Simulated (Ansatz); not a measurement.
**CdFHO: small, medium and large basis sets**

An exercise on one series of results from a longer session: the logs are not shown, and one member is left open.

Method: one geometry, several basis sets; program: Ansatz 0.2.0, Gaussian basis.

The runs, in order: PBE0-D4/def2-SVP; ωB97M-V/def2-SVP; PBE0-D4/def2-QZVPP; ωB97M-V/def2-QZVPP; the functionals' def2-TZVPP values are taken from earlier runs.

## The relaxed structure

All runs share one geometry, relaxed beforehand with PBE0-D4 in a triple-zeta def2 set. Cd takes the def2 core potential; no spin-orbit term is included.

SMILES `[OH][Cd][F]`, 4 atoms, charge 0, spin multiplicity 1.

Atoms are counted from 1 here; the program's logs count them from 0.

Bond lengths: O1–Cd2 1.952 Å, O1–H4 0.960 Å, Cd2–F3 1.928 Å. Angles: Cd2–O1–H4 112.1°, O1–Cd2–F3 176.3°.

The first run:

File in.yaml:

```yaml
crystal:
  periodic: [false, false, false]
  atoms:
    - {symbol: O, position_ang: [-0.855705, 0.706582, -0.796878]}
    - {symbol: Cd, position_ang: [0.572245, -0.196084, 0.181218]}
    - {symbol: F, position_ang: [2.065513, -1.026487, 1.074512]}
    - {symbol: H, position_ang: [-1.726554, 0.455689, -0.479151]}
basis:
  gaussian: {orbitals: def2-SVP}
hamiltonian: {xc: pbe0, dispersion: d4}
output: {orbitals: {seedname: orbitals}}
```

Run with:

```sh
$ ansatz run in.yaml --threads 2 --pin off --events-out ev --progress --plain --max-ram 32768MiB --backend cpu
```

Steps of the session up to this table: PBE0-D4 in def2-SVP; ωB97M-V in def2-SVP; PBE0-D4 in def2-QZVPP; ωB97M-V in def2-QZVPP.

One of the session's tables, all rows but one given; the rest of the session is left out.

It belongs to the step «Density functionals: the series». 

```
functional       basis  HOMO (eV)  LUMO (eV)
   PBE0-D4    def2-SVP      -8.12      -1.63
   PBE0-D4  def2-TZVPP      -8.48      -1.86
   PBE0-D4  def2-QZVPP      -8.54      -1.91
   ωB97M-V    def2-SVP     -10.52       0.18
   ωB97M-V  def2-TZVPP          ?          ?
   ωB97M-V  def2-QZVPP     -11.01      -0.34
```

Q: Estimate the row for ωB97M-V, def2-TZVPP from the others.

The run gave: HOMO (eV): -10.93; LUMO (eV): -0.10. In the column «HOMO (eV)» it lies between ωB97M-V, def2-QZVPP (-11.01) and ωB97M-V, def2-SVP (-10.52).
